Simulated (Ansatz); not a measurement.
# AlCl2H2O: the cost of one run

Program: Ansatz 0.2.0. Level of theory: UKS PBE0/def2-SVP. These are calculated values, not measurements.

**1. The starting structure**

Bond lengths: Al1–H2 1.810 Å, Al1–Cl3 2.230 Å, Al1–Cl4 2.230 Å, O5–H6 1.010 Å. Angles: H2–Al1–Cl3 120.0°, H2–Al1–Cl4 120.0°, Cl3–Al1–Cl4 120.0°.

Structure file:

```xyz
6

Al    0.0000    0.0000    0.0000
H     0.0000    0.0000    1.8100
Cl    1.9312    0.0000   -1.1150
Cl   -1.9312    0.0000   -1.1150
O     0.0000    0.0000    3.1200
H    -0.5144   -0.8011    3.4571
```

**2. A restrained relaxation towards end A**

Springs on the bonds that form and break draw the guess towards this end; the thresholds are loose.

input.yaml reads:

```yaml
crystal:
  periodic: [false, false, false]
  atoms:
    - { symbol: Al, position_ang: [0.0, 0.0, 0.0] }
    - { symbol: H, position_ang: [0.0, 0.0, 1.81] }
    - { symbol: Cl, position_ang: [1.9312, 0.0, -1.115] }
    - { symbol: Cl, position_ang: [-1.9312, 0.0, -1.115] }
    - { symbol: O, position_ang: [0.0, 0.0, 3.12] }
    - { symbol: H, position_ang: [-0.5144, -0.8011, 3.4571] }
magnetization:
  spin_polarized: true
  initial_magnetization: 1
basis:
  gaussian: { orbitals: def2-SVP }
hamiltonian:
  xc: pbe0
relax:
  f_tol: 0.15
  max_steps: 25
  restrain:
    - { distance: [1, 4], at: 2.21, k: 30.0 }
    - { distance: [0, 1], at: 1.56, k: 30.0 }
```

The run is started by

```bash
> ansatz run input.yaml --threads 2 --pin off --max-ram 3072MiB --backend cpu --events-out ev --progress --plain --runs-dir out
```

What time and memory should one allow on 2 threads of Arm Neoverse V1, shared host?

About 26 s, with a peak of 0.23 GiB.
